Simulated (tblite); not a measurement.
# C6H13B3O: the cost of one run

The runs use tblite 0.8.0 and PySCF 2.14.0, with density-fitted response routines of our own; the level of theory stands in each step. All values are computed, except where a source is named. Atoms are numbered from 0 throughout.

## 1. The starting structure

23 atoms, charge 0, multiplicity 1; geometry from: force field or distance geometry start.

Bonds of the start (Å): B0–O1 1.47, O1–B2 1.44, B2–C3 1.58, C3–C4 1.46, C4–C5 1.21, C5–C6 1.48, C3–B7 1.58, B7–C8 1.59, B7–C9 1.61, B0–H10 1.17, B0–H11 1.16, B2–H12 1.20, C3–H13 1.11, C6–H14 1.11, C6–H15 1.10, C6–H16 1.12, C8–H17 1.12, C8–H18 1.09, C8–H19 1.11, C9–H20 1.12, C9–H21 1.11, C9–H22 1.09.

## 2. Geometry optimisation with GFN2-xTB

Job settings and geometry (Å):

```
{"job": {"kind": "relax", "xc": "GFN2-xTB", "basis": "xTB"}, "charge": 0, "multiplicity": 1}
B      3.687500    -1.028600    -0.286600
O      2.535400    -1.700600    -0.905100
B      1.397600    -0.825500    -1.037800
C      0.422500    -0.523800     0.169300
C      0.125100     0.903300     0.285100
C     -0.140700     2.079200     0.364400
C     -0.448300     3.528400     0.454500
B     -0.947600    -1.298600     0.057700
C     -1.883100    -1.196600    -1.221300
C     -1.745100    -1.488300     1.445500
H      3.569800     0.089200     0.042400
H      4.737000    -1.485100    -0.496100
H      1.520800     0.097400    -1.791500
H      0.902700    -0.832300     1.119900
H     -0.823100     3.916200    -0.518100
H     -1.224000     3.663000     1.226500
H      0.492000     4.079200     0.695400
H     -1.881400    -0.138600    -1.599200
H     -1.589000    -1.878800    -2.017800
H     -2.939300    -1.400700    -0.941400
H     -2.836500    -1.647700     1.261600
H     -1.652500    -0.544400     2.022100
H     -1.284500    -2.339200     1.953500
```

The run is started by

```sh
> OMP_NUM_THREADS=1 python probes_run.py task.json out
```

This one command runs all jobs of the session in turn.

**Question.** How long does this first job take on 1 thread of Intel Xeon 6975P-C, shared host, and how much memory does it need?

About 1.2 s, with a peak of 0.18 GiB.
